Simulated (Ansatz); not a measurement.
This script drives Ansatz's Python interface.

Input file `bfh6si3.xyz`:
```text
11

F    -1.68700    1.72050   -0.04380
Si   -0.56050    0.55760   -0.01750
Si   -0.19230   -0.53490    1.87260
B    -0.45610   -0.58780   -1.66400
Si    0.98810    0.70200   -1.38670
H     0.30250    0.42840    2.90850
H     0.90480   -1.54940    1.65580
H    -1.35700   -1.17350    2.33390
H    -1.03130   -1.42120   -2.27710
H     0.93040    1.80290   -2.32800
H     2.22370   -0.00180   -1.03300
```

`bde_bfh6si3.py`:
```python
# -*- coding: utf-8 -*-
"""Cost of removing each kind of hydrogen from BFH6Si3, fragments frozen."""

import ansatz as az

BASIS_SET = "def2-SVP"
XC = "PBE0"


def single_point(molecule, charge=0, unpaired=0):
    calc = molecule.calculation().basis(gaussian=BASIS_SET).functional(XC)
    if charge:
        calc = calc.charge(charge)
    if unpaired:
        calc = calc.spin("collinear", total=unpaired)
    report = calc.run(threads=1, backend="cpu").report
    if report["published_state_doubts"]:
        print("  doubts:", report["published_state_doubts"])
    return report["free_energy_ev"]

def without(molecule, index):
    rest = az.Crystal.molecule()
    for i, site in enumerate(molecule.cartesian_sites):
        if i != index:
            rest = rest.atom(site.symbol, site.position_ang)
    return rest

molecule = az.Crystal.molecule_from_extxyz("bfh6si3.xyz")

whole = single_point(molecule, 0)
hydrogen = single_point(az.Crystal.molecule().atom("H", (0, 0, 0)), 0, 1)
print(f"E(molecule) = {whole:.5f} eV, E(H) = {hydrogen:.5f} eV")
for index in [7, 8, 10]:
    radical = single_point(without(molecule, index), 0, 1)
    print(f"H{index}: homolysis {23.060548 * (radical + hydrogen - whole):.1f} kcal/mol")
```

It is started by `python bde_bfh6si3.py`. Estimate its wall time and peak memory on 1 thread of Arm Neoverse V1, on a shared host.

It took about 61 s, with a peak of 0.4 GiB, for 5 runs of the engine.

```console
$ python bde_bfh6si3.py
E(molecule) = -27097.80829 eV, E(H) = -13.61361 eV
H7: homolysis 84.9 kcal/mol
H8: homolysis 103.2 kcal/mol
H10: homolysis 63.8 kcal/mol
```

Reading the output:
- Total energies depend on the basis set; only differences at equal settings carry meaning.
- The geometry is a force-field or estimated start, not a minimum of this method, and the basis set is short of its limit. All parts are taken at fixed geometry, without zero-point energy.
- The expectation value of S² is noticeably off S(S+1) in at least one run, so that state is spin-contaminated.
